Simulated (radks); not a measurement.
# Polarisabilities and dispersion coefficients of Mg, Al⁺, Si²⁺ and others

The task here is to estimate one member of a computed series from the others.

Program: radks (a radial shooting solver on a logarithmic mesh, Libxc functionals) version 1. Level of theory: scalar-relativistic Kohn-Sham, PBE, spin-unpolarised, spherical densities, finite nucleus. These are calculated values, not measurements, unless marked.

## The atom as given

```
species : Mg ([Ne] 3s2), Al⁺ ([Ne] 3s2), Si²⁺ ([Ne] 3s2), P³⁺ ([Ne] 3s2), S⁴⁺ ([Ne] 3s2), Cl⁵⁺ ([Ne] 3s2), Ar⁶⁺ ([Ne] 3s2), K⁷⁺ ([Ne] 3s2), Ca⁸⁺ ([Ne] 3s2)
```

The first run:

Settings of this run:

```text
Z 12
configuration [Ne] 3s2
relativity scalar-relativistic
functional pbe,pbe
spin unpolarised
nucleus finite rms 3.057 fm
c 137.035999084
response adiabatic LDA kernel
```

Among the steps run: Mg, [Ne] 3s2; Al⁺, [Ne] 3s2; Si²⁺, [Ne] 3s2; P³⁺, [Ne] 3s2; S⁴⁺, [Ne] 3s2; Cl⁵⁺, [Ne] 3s2; Ar⁶⁺, [Ne] 3s2; K⁷⁺, [Ne] 3s2; Ca⁸⁺, [Ne] 3s2.

One of the session's tables, all rows but one given; the rest of the session is left out.

```
species  −ε(HOMO) (eV)  α (bohr³)  α uncoupled (bohr³)  C6 (hartree bohr⁶)  C8 (hartree bohr⁸)
     Mg          4.705      72.31                123.7               635.3               45223
    Al⁺              ?          ?                    ?                   ?                   ?
   Si²⁺         28.536      11.28                19.17               38.19               762.6
    P³⁺         45.613      6.432                10.82               15.98               216.9
    S⁴⁺         65.926      4.064                6.777               7.781               76.99
   Cl⁵⁺         89.419      2.748                4.546               4.198               31.69
   Ar⁶⁺         116.06      1.952                3.205               2.440               14.52
    K⁷⁺         145.83      1.439                2.347               1.500               7.223
   Ca⁸⁺         178.72      1.093                1.770              0.9653               3.834
```

Estimate the missing values for Al⁺.

**Answer.** −ε(HOMO) (eV): 14.811; α (bohr³): 23.57; α uncoupled (bohr³): 40.44; C6 (hartree bohr⁶): 118.1; C8 (hartree bohr⁸): 3904. In the column «−ε(HOMO) (eV)» it lies between Mg (4.705) and Si²⁺ (28.536).

Uncoupled leaves out the potential induced by the response; C8 is given only where no p, d or f shell is open.
